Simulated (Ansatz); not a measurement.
This script for the Python package of Ansatz (0.2.0) starts 3 runs on YbNiH₃, space group Pm-3m. What input does the engine get in each?

Script `ybnih3_xc.py`:
```python
'''One structure of YbNiH3 under several functionals.'''

import csv

import ansatz as az
from ase import Atoms

atoms = Atoms(
    ['Yb', 'Ni', 'H', 'H', 'H'],
    scaled_positions=[
        (0.5, 0.5, 0.5),
        (0.0, 0.0, 0.0),
        (0.0, 0.0, 0.5),
        (0.0, 0.5, 0.0),
        (0.5, 0.0, 0.0),
    ],
    cell=[
        (3.470453, 0.0, 0.0),
        (0.0, 3.470453, 0.0),
        (0.0, 0.0, 3.470453),
    ],
    pbc=True,
)
atoms.set_initial_magnetic_moments([0.0, 1.5, 0.0, 0.0, 0.0])
system = az.Crystal.from_ase(atoms)

setup = (
    system.calculation()
    .kpoints(5, 5, 5, center='monkhorst-pack')
    .pseudopotentials('paw')
    .basis(550, xc_grid=2)
    .scf(extra_bands=8, lower_state_search='light')
    .initial_density(normalization='atom')
    .spin(az.SpinTreatment.COLLINEAR)
    .occupations('fermi_dirac', width=0.01)
    .stress()
)

rows = []
for value in ['r2scan', 'pbesol', 'blyp']:
    summary = setup.functional(value).run(threads=1, backend='cpu').report
    rows.append((value, summary['free_energy_ev'] / len(summary['lattice']['sites']), summary['n_iterations'], sum(summary['stress_gpa'][i][i] for i in range(3)) / 3, summary['magnetization_mub'], summary['n_kpoints']))

with open('xc.csv', 'w', newline='') as handle:
    writer = csv.writer(handle)
    writer.writerow(['functional', 'F/atom (eV)', 'iterations', 'P (GPa)', 'moment (muB)', 'k-points'])
    writer.writerows([round(v, 5) if isinstance(v, float) else v for v in row] for row in rows)
print(open('xc.csv').read())
```

Run 1:
```yaml
crystal:
  lattice:
    - [3.470453, 0.0, 0.0]
    - [0.0, 3.470453, 0.0]
    - [0.0, 0.0, 3.470453]
  atoms:
    - { symbol: Yb, position: [0.5, 0.5, 0.5], spin: 0.0 }
    - { symbol: Ni, position: [0.0, 0.0, 0.0], spin: 1.5 }
    - { symbol: H, position: [0.0, 0.0, 0.5], spin: 0.0 }
    - { symbol: H, position: [0.0, 0.5, 0.0], spin: 0.0 }
    - { symbol: H, position: [0.5, 0.0, 0.0], spin: 0.0 }
basis:
  ecutwfc: 550.0
  xc_grid: 2
kpoints:
  mp_grid:
    grid: [5, 5, 5]
    shift: [0.0, 0.0, 0.0]
hamiltonian:
  xc: r2scan
  pseudopotentials:
    kind: paw
magnetization:
  spin_polarized: true
scf:
  n_extra_bands: 8
  lower_state_search: light
  occupations:
    method: fermi_dirac
    width: 0.01
  initial_density:
    normalization: atom
output:
  stress: true
```

Run 2, against run 1:
```diff
-  xc: r2scan
+  xc: pbesol
```

Run 3, against run 1:
```diff
-  xc: r2scan
+  xc: blyp
```

```console
$ python ybnih3_xc.py
RunWarning: the starting moments were not kept: the SCF closed with an absolute magnetisation of 1.0e-1 μB, where they sum to 1.5 μB in size (1 site). That is at most 0.1 of that sum. The system's moment may be that small; this SCF shows only that its start led to no larger one. To try another start: change the starting moments (crystal.atoms[].spin, magnetization.per_species, magnetization.initial_magnetization, or on a non-collinear deck that types none of these the spinor_matrix: blocks that [...]
functional,F/atom (eV),iterations,P (GPa),moment (muB),k-points
r2scan,-3940.31397,23,2.24269,0.72773,10
pbesol,-3906.2169,16,-0.56604,-0.1003,10
blyp,-3943.2333,17,9.76844,0.10361,10
```
(Warnings from the package without file and line, shortened.)

From lowest to highest: PBEsol (-0.6 GPa), r2SCAN (2.2 GPa) and BLYP (9.8 GPa). At a fixed cell a lower pressure usually means a smaller equilibrium volume, so PBEsol prefers the smallest cell and BLYP the largest.

Notes:
- Open f shells: without a Hubbard U, without spin-orbit coupling; the state reached hangs on the start and needn't be the lowest.
- BLYP can be off by several per cent in the lattices of metals, and by several GPa in the pressure at a fixed cell.
- The mesh is modest for a metal, so energies can be off by several to tens of meV an atom and pressures by half a GPa or more; differences at equal mesh fare better.
- The overall sign of a collinear moment is arbitrary, and semilocal functionals can give small moments to compounds that are paramagnetic.
- Pressure is positive in compression.
- r2SCAN tends to overestimate the moments of itinerant magnets.
- This cell is a computed structure, which may not be the phase found in nature.
- Total energies of different functionals can't be compared; pressures, moments and gaps at this one structure can.
- Run time: 22 s on 1 thread of Arm Neoverse V2, on a shared host, peak memory 0.46 GiB.
